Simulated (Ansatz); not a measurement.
# F5ORe (Re(O)(F)5): the cost of one run

Computed with Ansatz 0.2.0. Level: DFT PBE, plane waves, PAW, molecule in a box with 9 Å of vacuum.

5 further runs of the same task are left out: 2 for a known fault of the program, 1 that didn't finish, 2 set aside as unsound or not needed.

### Step 1. The starting structure

7 atoms, charge 0, spin multiplicity 1.

Bond lengths: Re1–O2 1.693 Å, Re1–F3 1.842 Å, Re1–F4 1.842 Å, Re1–F5 1.842 Å, Re1–F6 1.893 Å, Re1–F7 1.842 Å. Angles: O2–Re1–F3 94.6°, O2–Re1–F4 94.1°, O2–Re1–F5 94.3°, O2–Re1–F6 179.7°, O2–Re1–F7 94.4°, F3–Re1–F4 89.7°, F3–Re1–F5 89.6°, F3–Re1–F6 85.6°, F3–Re1–F7 171.1°, F4–Re1–F5 171.7°, F4–Re1–F6 85.7°, F4–Re1–F7 89.8°, F5–Re1–F6 86.0°, F5–Re1–F7 89.5°, F6–Re1–F7 85.5°.

As a file:

```xyz
7
F5ORe
Re    0.06300   -0.04096    0.04123
O     1.24962   -0.71819    1.04097
F    -0.05490    1.52941    0.99684
F    -1.33900   -0.73040    1.01782
F     1.27662    0.75520   -1.09284
F    -1.26944    0.70826   -1.07582
F    -0.01518   -1.49483   -1.08779
```

Formal oxidation states: Re +7. An earlier session relaxed this geometry at r2SCAN, Re def2-SVP with ECP60, O def2-SVP, F def2-SVP (singlet, point group C4v).

### Step 2. Scalar-relativistic

File input.yaml:

```yaml
crystal:
  lattice:
    - [11.62, 0.0, 0.0]
    - [0.0, 12.02, 0.0]
    - [0.0, 0.0, 11.13]
  atoms:
    - { symbol: Re, position: [0.50791652, 0.49533028, 0.50620575] }
    - { symbol: O, position: [0.61003614, 0.43898835, 0.59602965] }
    - { symbol: F, position: [0.49777108, 0.62597671, 0.59206469] }
    - { symbol: F, position: [0.38726334, 0.43797255, 0.59394969] }
    - { symbol: F, position: [0.61235886, 0.56156656, 0.40431267] }
    - { symbol: F, position: [0.39324957, 0.5576614, 0.40584187] }
    - { symbol: F, position: [0.50118933, 0.37437604, 0.4047664] }
basis:
  ecutwfc: 420
  ecutrho_ratio: 4
kpoints:
  mp_grid: { grid: [1, 1, 1] }
hamiltonian:
  xc: pbe
scf:
  occupations: { method: gaussian, width: 0.01 }
output:
  forces: true
  eigenvalues: true
  populations: true
```

Launch:

```console
ansatz run input.yaml --threads 2 --pin off --max-ram 5120MiB --backend cpu --events-out ev --progress --plain --runs-dir out
```

**Question.** How long does this run take on 2 threads of Arm Neoverse V1, shared host, and how much memory does it need?

About 4.3 s, with a peak of 0.84 GiB.
